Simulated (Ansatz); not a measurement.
# C2H4AlFS: the cost of one run

Method: RKS PBE/def2-mTZVP, in Ansatz 0.2.0.

### 1 The starting structure

Bond lengths: F1–C2 1.352 Å, C2–C3 1.338 Å, C3–S4 1.783 Å, S4–Al5 2.340 Å, C2–H6 1.097 Å, C3–H7 1.087 Å, Al5–H8 1.560 Å, Al5–H9 1.591 Å. Angles: F1–C2–C3 119.4°, F1–C2–H6 119.6°, C3–C2–H6 121.0°, C2–C3–S4 119.8°, C2–C3–H7 118.5°, S4–C3–H7 121.0°, C3–S4–Al5 90.2°, S4–Al5–H8 120.0°, S4–Al5–H9 119.1°, H8–Al5–H9 120.7°.

Coordinates:

```xyz
9

F     1.1795    1.5498    1.9964
C     1.1207    0.9769    0.7727
C     0.7529   -0.3049    0.6645
S     0.8580   -1.1268   -0.9145
Al   -1.4190   -0.7312   -1.2829
H     1.3943    1.5619   -0.1135
H     0.5509   -0.8649    1.5742
H    -2.4813   -1.7467   -0.7606
H    -1.8674    0.6397   -1.9535
```

### 2 End point A

The input, input.yaml:

```yaml
crystal:
  periodic: [false, false, false]
  atoms:
    - { symbol: F, position_ang: [1.1795, 1.5498, 1.9964] }
    - { symbol: C, position_ang: [1.1207, 0.9769, 0.7727] }
    - { symbol: C, position_ang: [0.7529, -0.3049, 0.6645] }
    - { symbol: S, position_ang: [0.858, -1.1268, -0.9145] }
    - { symbol: Al, position_ang: [-1.419, -0.7312, -1.2829] }
    - { symbol: H, position_ang: [1.3943, 1.5619, -0.1135] }
    - { symbol: H, position_ang: [0.5509, -0.8649, 1.5742] }
    - { symbol: H, position_ang: [-2.4813, -1.7467, -0.7606] }
    - { symbol: H, position_ang: [-1.8674, 0.6397, -1.9535] }
basis:
  gaussian: { orbitals: def2-mTZVP }
hamiltonian:
  xc: pbe
relax:
  f_tol: 0.015
  max_steps: 40
```

Started as:

```console
$ ansatz run input.yaml --threads 2 --pin off --max-ram 3072MiB --backend cpu --events-out ev --progress --plain --runs-dir out
```

**Question.** How long does this run take on 2 threads of Arm Neoverse V1, shared host, and how much memory does it need?

About 27 s, with a peak of 0.15 GiB.
